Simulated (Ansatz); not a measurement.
**BCl3 + HF: a complex and its separated parts**

The complex below is one end of an elementary step. How strongly is it bound against its free parts?

The runs use Ansatz 0.2.0, Gaussian basis; PBE0-D4/def2-TZVP structures, single points in def2-TZVPP, no counterpoise correction.

Levels: SPW92, PBE-D4, BLYP-D4, r2SCAN-D4, B97M-V, PBE0-D4, B3LYP-D4, r2SCAN0-D4, BHLYP-D4, CAM-B3LYP-D4, wB97X-V, wB97M-V, B2PLYP, PBE-QIDH, RPA on PBE, Hartree-Fock, MP2, CCSD, CCSD(T).

Cores are frozen in the correlated methods. B3LYP uses VWN-RPA correlation. B2PLYP carries no dispersion term here.

21 further runs of the same task are left out: 21 set aside as unsound or not needed.

**1. Starting geometry**

The complex: 6 atoms, charge 0, spin multiplicity 1.

Atoms are counted from 1 here; the program's logs count them from 0.

Bond lengths: B1–Cl2 1.754 Å, B1–Cl3 1.731 Å, B1–Cl4 1.731 Å, H5–F6 0.923 Å. Angles: Cl2–B1–Cl3 119.5°, Cl2–B1–Cl4 119.5°, Cl3–B1–Cl4 121.0°.

Coordinates:

```mol
BCl3FH
  3D, bonds by distance, orders not assigned

  6  4  0  0  0  0  0  0  0  0999 V2000
    0.0254    0.7313   -0.6434 B   0  0
    1.6395    0.0698   -0.4608 Cl  0  0
   -1.0227    0.0950   -1.8652 Cl  0  0
   -0.4773    2.0425    0.3688 Cl  0  0
    0.3694   -1.4903    1.2085 H   0  0
   -0.5341   -1.4482    1.3922 F   0  0
  1  2  8  0
  1  3  8  0
  1  4  8  0
  5  6  8  0
M  END
```

Its parts: BCl3 holds atoms 1, 2, 3, 4; HF holds atoms 5, 6. Each part counts its atoms afresh in its own runs.

**2. Relaxing BCl3 alone**

The input, relax-a/in.yaml:

```yaml
crystal:
  periodic: [false, false, false]
  atoms:
    - {symbol: B, position_ang: [0.025387, 0.731346, -0.643435]}
    - {symbol: Cl, position_ang: [1.639507, 0.069782, -0.460784]}
    - {symbol: Cl, position_ang: [-1.022743, 0.094955, -1.865224]}
    - {symbol: Cl, position_ang: [-0.477327, 2.042472, 0.368778]}
basis:
  gaussian: {orbitals: def2-TZVP}
hamiltonian: {xc: pbe0, dispersion: d4}
relax: {f_tol: 0.005, max_steps: 200}
```

No record of the launch command was kept for these runs.

Further steps of the session: Relaxing HF alone; wB97M-V/def2-TZVPP; CCSD(T)/def2-TZVPP; Vibrations of BCl3; Vibrations of HF.

**Question.** What will these runs give? Wanted: complex less parts, CCSD(T)/def2-TZVPP; with zero-point energy; largest T1 diagnostic.

The runs gave:

| quantity | value |
| --- | --- |
| complex less parts, CCSD(T)/def2-TZVPP | -0.083 eV |
| with zero-point energy | -0.054 eV |
| largest T1 diagnostic | 0.011 |

What this shows: At CCSD(T) the complex lies 0.083 eV below its parts. Among the functionals PBE-QIDH lands nearest to CCSD(T) (+0.009 eV) and SPW92 farthest (-0.104 eV). Mean unsigned error by rung: LDA 0.104, GGA 0.038, meta-GGA 0.039, hybrid 0.024, range-separated hybrid 0.036, double hybrid 0.012 eV. PBE-D4 gives a relative energy 0.043 eV too low, an error of 51 % of the reference. No counterpoise was applied, and triple zeta lacks some correlation, so the CCSD(T) reference has a basis error of its own, and close matches with it are partly luck.
